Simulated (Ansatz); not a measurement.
# Si4Ru: the cost of one run

Program: Ansatz 0.2.0. Level of theory: DFT PBE, scalar-relativistic, plane waves, PAW, unless a step names another level. These are calculated values, not measurements.

13 further runs of the same task are left out: 2 that didn't finish, 11 set aside as unsound or not needed.

## 1. What the formula suggests

Pauling electronegativities: Si 1.90, Ru 2.20 (spread 0.30). No set of common oxidation states balances it. Tabulated atomic sizes suggest about 14 Å³/atom. 27 candidates were drawn, by swapping species into database cells of other compounds, at random by space group and Wyckoff sites, or by hand, as the table says:

```tsv
name	made from	space group no.	Wyckoff sites	atoms (primitive cell)	V (Å³/atom)
c01	built by hand: BaAl4	139	Si 4d, 4e; Ru 2a	5	14.1
c02	random	12	Si 4h, 2c, 2d; Ru 2b	5	17.1
c03	random	2	Si 1f, 2i, 1b; Ru 1e	5	15.0
c04	database cell of SnI4	215	Si 4e; Ru 1a	5	16.2
c05	random	12	Si 4i, 2b, 2a; Ru 2c	5	18.2
c06	database cell of Co4H	164	Si 2d, 2d; Ru 1a	5	13.3
c07	random	47	Si 1e, 1a, 2q; Ru 1g	5	18.2
c08	database cell of GeF4	217	Si 8c; Ru 2a	5	16.9
c09	database cell of YbGa4	12	Si 4i, 4h; Ru 2a	5	15.3
c10	database cell of Eu4Ir	141	Si 16h; Ru 4b	10	19.1
c11	random	139	Si 16n; Ru 2b, 2a	10	15.1
c12	random	166	Si 6c, 6c; Ru 3b	5	17.3
c13	database cell of EuGa4	139	Si 4d, 4e; Ru 2a	5	14.8
c14	database cell of HoAu4	87	Si 8h; Ru 2a	5	13.0
c15	random	48	Si 8m; Ru 2b	10	17.5
c16	database cell of Mg4Sc	166	Si 6c, 6c; Ru 3a	5	19.8
c17	random	227	Si 32e; Ru 8b	10	16.1
c18	random	166	Si 3a, 18g, 3b; Ru 6c	10	14.5
c19	built by hand: PtSn4	68	Si 16i; Ru 4a	10	14.1
c20	random	123	Si 2g, 2h; Ru 1b	5	15.8
c21	built by hand: NiHg4 (PtHg4)	229	Si 8c; Ru 2a	5	14.1
c22	built by hand: PtPb4	125	Si 8m; Ru 2a	10	14.1
c23	random	139	Si 8h; Ru 2a	5	14.5
c24	built by hand: MoNi4 (D1a)	87	Si 8h; Ru 2a	5	14.1
c25	database cell of MnGa4	229	Si 8c; Ru 2a	5	14.5
c26	built by hand: RuSi2/Si (111) intergrowth	164	Si 2d, 2d; Ru 1a	5	16.8
c27	random	49	Si 4q, 4j; Ru 2f	10	16.4
```

## 2. Screening run of c11

input.yaml reads:

```yaml
crystal:
  lattice:
    - [-3.23696073, 3.23696073, 3.59903319]
    - [3.23696073, -3.23696073, 3.59903319]
    - [3.23696073, 3.23696073, -3.59903319]
  atoms:
    - { symbol: Si, position: [0.62506129, 0.86289628, 0.762165] }
    - { symbol: Si, position: [0.10073128, 0.86289628, 0.237835] }
    - { symbol: Si, position: [0.86289628, 0.10073128, 0.237835] }
    - { symbol: Si, position: [0.86289628, 0.62506129, 0.762165] }
    - { symbol: Si, position: [0.89926872, 0.13710372, 0.762165] }
    - { symbol: Si, position: [0.37493871, 0.13710372, 0.237835] }
    - { symbol: Si, position: [0.13710372, 0.89926872, 0.762165] }
    - { symbol: Si, position: [0.13710372, 0.37493871, 0.237835] }
    - { symbol: Ru, position: [0.5, 0.5, 0.0] }
    - { symbol: Ru, position: [0.0, 0.0, 0.0] }
basis:
  ecutwfc: 420
kpoints:
  mp_grid: { grid: [4, 4, 4] }
hamiltonian:
  xc: pbe
scf:
  occupations: { method: gaussian, width: 0.2 }
  lower_state_search: "off"
output:
  forces: true
  stress: true
  eigenvalues: true
relax:
  adjacent_minimum: "off"
  f_tol: 0.08
  max_steps: 16
  cell: { stress_tol: 0.8 }
```

Run with:

```bash
$ ansatz run input.yaml --threads 1 --pin off --max-ram 2560MiB --backend cpu --events-out ev --progress --plain --runs-dir out
```

Q: Estimate wall time and peak memory on 1 thread of Intel Xeon at 2.50GHz (Skylake/Cascade Lake), shared host.

About 2.3 min, with a peak of 0.46 GiB.
